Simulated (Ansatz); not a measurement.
**ClGeH₅O: search for a transition state**

Wanted: the transition state of a four-centre ligand exchange (form Ge1–Cl7, O2–H6 and break Ge1–O2, H6–Cl7). The guess is relaxed with those distances held, a saddle search follows, and vibrations and two downhill relaxations check it.

Program: Ansatz 0.2.0, Gaussian basis. Level of theory: PBE0-D4, def2-SVP first, then def2-TZVP. These are calculated values, not measurements.

152 further runs of the same task are left out: 152 set aside as unsound or not needed.

### Step 1. The system as given

The guess: 8 atoms, charge 0, spin multiplicity 1.

Atoms are counted from 1 here; the program's logs count them from 0.

Bond lengths: Ge1–O2 1.999 Å, Ge1–H3 1.494 Å, Ge1–H4 1.487 Å, Ge1–H5 1.526 Å, Ge1–Cl7 2.696 Å, O2–H6 1.097 Å, O2–H8 0.962 Å. Angles: O2–Ge1–H3 112.6°, O2–Ge1–H4 108.2°, O2–Ge1–H5 90.7°, O2–Ge1–Cl7 67.3°, H3–Ge1–H4 124.6°, H3–Ge1–H5 107.2°, H3–Ge1–Cl7 80.9°, H4–Ge1–H5 108.0°, H4–Ge1–Cl7 82.0°, H5–Ge1–Cl7 158.0°, Ge1–O2–H6 89.5°, Ge1–O2–H8 118.2°, H6–O2–H8 112.4°.

Geometry (Å):

```csv
atom,x (Å),y (Å),z (Å)
Ge1,-0.4181,-0.7350,0.2131
O2,0.4374,1.0476,0.5081
H3,-1.4470,-0.7056,-0.8695
H4,0.6284,-1.7823,0.3564
H5,-1.1581,-0.6221,1.5427
H6,0.9377,0.9586,-0.4636
Cl7,1.1516,0.0172,-1.8453
H8,-0.1318,1.8216,0.5581
```

Distances that are to change: Ge1–Cl7 2.70 Å, O2–H6 1.10 Å, Ge1–O2 2.00 Å, H6–Cl7 1.69 Å.

### Step 2. Constrained relaxation of the guess

hold/in.yaml reads:

```yaml
crystal:
  periodic: [false, false, false]
  atoms:
    - {symbol: Ge, position_ang: [-0.418100, -0.735000, 0.213100]}
    - {symbol: O, position_ang: [0.437400, 1.047600, 0.508100]}
    - {symbol: H, position_ang: [-1.447000, -0.705600, -0.869500]}
    - {symbol: H, position_ang: [0.628400, -1.782300, 0.356400]}
    - {symbol: H, position_ang: [-1.158100, -0.622100, 1.542700]}
    - {symbol: H, position_ang: [0.937700, 0.958600, -0.463600]}
    - {symbol: Cl, position_ang: [1.151600, 0.017200, -1.845300]}
    - {symbol: H, position_ang: [-0.131800, 1.821600, 0.558100]}
basis:
  gaussian: {orbitals: def2-SVP}
hamiltonian: {xc: pbe0, dispersion: d4}
relax: {f_tol: 0.04, max_steps: 150, escape_saddle: false, constraints: [{distance: [0, 6]}, {distance: [1, 5]}, {distance: [0, 1]}, {distance: [5, 6]}]}
```

Command:

```
$ ansatz run in.yaml --threads 4 --pin off --events-out ev --progress --plain --max-ram 9574MiB
```

The runs that follow: A starting Hessian; Saddle search in the small basis; Saddle search in triple zeta; Vibrations at the point found; Relaxing after a step of 0.30 Å one way along the mode; Relaxing after a step of 0.30 Å the other way along the mode.

What does the calculation give? Wanted: imaginary mode; barrier from the start side; barrier from the end side; energy of the step; pairs that change; zero-point energy at the saddle.

As calculated:

| quantity | value |
| --- | --- |
| imaginary mode | 157i cm⁻¹ |
| barrier from the start side | 57.3 kJ/mol |
| barrier from the end side | 97.8 kJ/mol |
| energy of the step | -40.5 kJ/mol |
| pairs that change | Ge1–Cl7 formed, O2–H6 formed, Ge1–O2 broken, H6–Cl7 broken |
| zero-point energy at the saddle | 1.330 eV |

In words: The point has a single imaginary mode (157i cm⁻¹), as a transition state must. The two relaxations end on the structures that were planned. At PBE0-D4/def2-TZVP the electronic barrier is 57.3 kJ/mol, about 23 kT at 298 K, and the step runs 40.5 kJ/mol downhill. The ends are the nearest minima, not always the lowest complexes.
